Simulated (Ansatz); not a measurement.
# CH3AgF3PS: the cost of one run

Computed with Ansatz 0.2.0, Gaussian basis. Level: one geometry, several basis sets.

The runs, in order: PBE0-D4/def2-SVP; ωB97M-V/def2-SVP; PBE0-D4/def2-QZVPP; ωB97M-V/def2-QZVPP; the functionals' def2-TZVPP values are taken from earlier runs.

### 1 The geometry

An earlier PBE0-D4 in a triple-zeta def2 set relaxation fixed the geometry. Ag takes the def2 core potential; no spin-orbit term is included.

SMILES `C[S][Ag-][P+](F)(F)F`, 10 atoms, charge 0, spin multiplicity 1.

Atoms are counted from 1 here; the program's logs count them from 0.

Bond lengths: C1–S2 1.821 Å, C1–H8 1.090 Å, C1–H9 1.091 Å, C1–H10 1.090 Å, S2–Ag3 2.302 Å, Ag3–P4 2.302 Å, P4–F5 1.549 Å, P4–F6 1.550 Å, P4–F7 1.549 Å. Angles: S2–C1–H8 111.8°, S2–C1–H9 107.0°, S2–C1–H10 111.8°, H8–C1–H9 108.3°, H8–C1–H10 109.4°, H9–C1–H10 108.3°, C1–S2–Ag3 104.9°, S2–Ag3–P4 178.1°, Ag3–P4–F5 118.8°, Ag3–P4–F6 119.0°, Ag3–P4–F7 116.9°, F5–P4–F6 99.2°, F5–P4–F7 99.7°, F6–P4–F7 99.5°.

### 2 PBE0-D4 in def2-SVP

in.yaml reads:

```yaml
crystal:
  periodic: [false, false, false]
  atoms:
    - {symbol: C, position_ang: [0.485597, -2.179298, 1.550096]}
    - {symbol: S, position_ang: [1.680107, -1.363531, 0.443645]}
    - {symbol: Ag, position_ang: [0.514487, 0.383388, -0.497961]}
    - {symbol: P, position_ang: [-0.590098, 2.146654, -1.481869]}
    - {symbol: F, position_ang: [-0.582488, 2.262067, -3.026996]}
    - {symbol: F, position_ang: [-0.166447, 3.593683, -1.123699]}
    - {symbol: F, position_ang: [-2.113331, 2.253965, -1.220486]}
    - {symbol: H, position_ang: [-0.371663, -2.570565, 1.002950]}
    - {symbol: H, position_ang: [1.005121, -3.016863, 2.017863]}
    - {symbol: H, position_ang: [0.138705, -1.509500, 2.336457]}
basis:
  gaussian: {orbitals: def2-SVP}
hamiltonian: {xc: pbe0, dispersion: d4}
output: {orbitals: {seedname: orbitals}}
```

Launch:

```sh
ansatz run in.yaml --threads 2 --pin off --events-out ev --progress --plain --max-ram 32768MiB --backend cpu
```

What time and memory should one allow on 2 threads of AMD EPYC 7R13, shared host?

About 3.2 s, with a peak of 0.38 GiB.
